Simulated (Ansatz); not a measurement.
**BFH₆Si₂: basis-set convergence**

The task here is to estimate one member of a computed series from the others.

The runs use Ansatz 0.2.0, Gaussian basis; one geometry, several basis sets.

Plan: PBE0-D4/def2-SVP; ωB97M-V/def2-SVP; PBE0-D4/def2-QZVPP; ωB97M-V/def2-QZVPP; the functionals' def2-TZVPP values are taken from earlier runs.

### The geometry

All runs share one geometry, relaxed beforehand with PBE0-D4 in a triple-zeta def2 set.

SMILES `F[SiH2]B[SiH3]`, 10 atoms, charge 0, spin multiplicity 1.

Atoms are counted from 1 here; the program's logs count them from 0.

Bond lengths: F1–Si2 1.608 Å, Si2–B3 1.996 Å, Si2–H5 1.489 Å, Si2–H6 1.490 Å, B3–Si4 2.004 Å, B3–H7 1.199 Å, Si4–H8 1.496 Å, Si4–H9 1.487 Å, Si4–H10 1.488 Å. Angles: F1–Si2–B3 113.1°, F1–Si2–H5 107.1°, F1–Si2–H6 107.3°, B3–Si2–H5 110.6°, B3–Si2–H6 109.7°, H5–Si2–H6 108.9°, Si2–B3–Si4 125.2°, Si2–B3–H7 115.5°, Si4–B3–H7 119.2°, B3–Si4–H8 103.6°, B3–Si4–H9 113.4°, B3–Si4–H10 114.2°, H8–Si4–H9 108.0°, H8–Si4–H10 108.1°, H9–Si4–H10 109.1°.

Geometry (Å):

```xyz
10

F    -2.1824    0.9651    0.1160
Si   -0.8848    1.3176   -0.7650
B     0.6791    0.1466   -0.3575
Si    0.6778   -1.3647    0.9580
H    -1.2787    1.1885   -2.1955
H    -0.5341    2.7390   -0.4865
H     1.6616    0.3508   -1.0133
H     0.1551   -2.5213    0.1664
H    -0.2370   -1.1458    2.1092
H     2.0266   -1.7269    1.4709
```

The first run:

in.yaml

```yaml
crystal:
  periodic: [false, false, false]
  atoms:
    - {symbol: F, position_ang: [-2.182444, 0.965114, 0.116026]}
    - {symbol: Si, position_ang: [-0.884795, 1.317559, -0.764959]}
    - {symbol: B, position_ang: [0.679092, 0.146649, -0.357465]}
    - {symbol: Si, position_ang: [0.677797, -1.364731, 0.958035]}
    - {symbol: H, position_ang: [-1.278725, 1.188464, -2.195451]}
    - {symbol: H, position_ang: [-0.534081, 2.739025, -0.486548]}
    - {symbol: H, position_ang: [1.661601, 0.350798, -1.013311]}
    - {symbol: H, position_ang: [0.155072, -2.521329, 0.166383]}
    - {symbol: H, position_ang: [-0.236999, -1.145842, 2.109197]}
    - {symbol: H, position_ang: [2.026583, -1.726907, 1.470893]}
basis:
  gaussian: {orbitals: def2-SVP}
hamiltonian: {xc: pbe0, dispersion: d4}
output: {orbitals: {seedname: orbitals}}
```

Command:

```
ansatz run in.yaml --threads 2 --pin off --events-out ev --progress --plain --max-ram 4352MiB
```

Among the steps run: PBE0-D4 in def2-SVP; ωB97M-V in def2-SVP; PBE0-D4 in def2-QZVPP; ωB97M-V in def2-QZVPP.

One table of the session follows, with a row left open; its other results are not shown here.

It belongs to the step «Density functionals: the series». 

| functional | basis | HOMO (eV) | LUMO (eV) |
| --- | --- | --- | --- |
| PBE0-D4 | def2-SVP | -8.12 | -3.03 |
| PBE0-D4 | def2-TZVPP | ? | ? |
| PBE0-D4 | def2-QZVPP | -8.11 | -3.06 |
| ωB97M-V | def2-SVP | -10.19 | -0.98 |
| ωB97M-V | def2-TZVPP | -10.21 | -1.06 |
| ωB97M-V | def2-QZVPP | -10.22 | -1.09 |

Q: Estimate the row for PBE0-D4, def2-TZVPP from the others.

The run gave: HOMO (eV): -8.10; LUMO (eV): -3.05. In the column «HOMO (eV)» it is the highest.
